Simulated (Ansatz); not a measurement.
SrSnP, space group P4/nmm, a convergence test of the k-point mesh

With Ansatz's Python interface.

Contents of `POSCAR_srsnp`:
```text
SrSnP
1.0
   4.38118796    0.00000000    0.00000000
   0.00000000    4.38118796    0.00000000
   0.00000000    0.00000000    8.98224380
Sr Sn P
2 2 2
Direct
   0.00000000    0.50000000    0.66746461
   0.50000000    0.00000000    0.33253539
   0.50000000    0.00000000    0.94736924
   0.00000000    0.50000000    0.05263076
   0.00000000    0.50000000    0.32605664
   0.50000000    0.00000000    0.67394336
```

Interactive session:
```pycon
>>> import warnings
>>> import ansatz as az
>>> from ase.io import read
>>> import pandas as pd
>>> config = {
...     "functional": "PBEsol",
...     "ecut": 420,
...     "smearing": "cold",
... }
>>> warnings.simplefilter("ignore", az.DeckWarning)
>>> atoms = read("POSCAR_srsnp", format="vasp")
>>> srsnp = az.Crystal.from_ase(atoms)
>>> base = (
...     srsnp.calculation()
...     .functional(config["functional"])
...     .pseudopotentials("paw")
...     .basis(config["ecut"])
...     .occupations(config["smearing"])
... )
>>> rows = []
>>> for value in [1.0, 0.6, 0.4, 0.3]:
...     report = base.kpoints(spacing=value).run().report
...     rows.append((value, report["free_energy_ev"] / len(report["lattice"]["sites"]), report["n_iterations"], report["n_kpoints"]))
...
>>> table = pd.DataFrame(rows, columns=["spacing (1/A)", "F/atom (eV)", "iterations", "k-points"])
>>> table.round(5)
   spacing (1/A)  F/atom (eV)  iterations  k-points
0            1.0  -3394.74930           7         3
1            0.6  -3394.75289           7         6
2            0.4  -3394.77388           7        12
3            0.3  -3394.76939           7        12
>>> for row in rows[:-1]:
...     shift = 1000 * (row[1] - rows[-1][1])
...     print(f"{row[0]}: {shift:+.2f} meV/atom" + ("  (within 1 meV)" if abs(shift) < 1 else ""))
...
1.0: +20.10 meV/atom
0.6: +16.51 meV/atom
0.4: -4.49 meV/atom
```

This cell is a computed structure, which may not be the phase found in nature. Shifts are counted from the finest mesh, which is itself no proven limit. Wall time of the script: 11 s on 1 thread of Arm Neoverse V2 (shared host), peak memory 0.55 GiB.
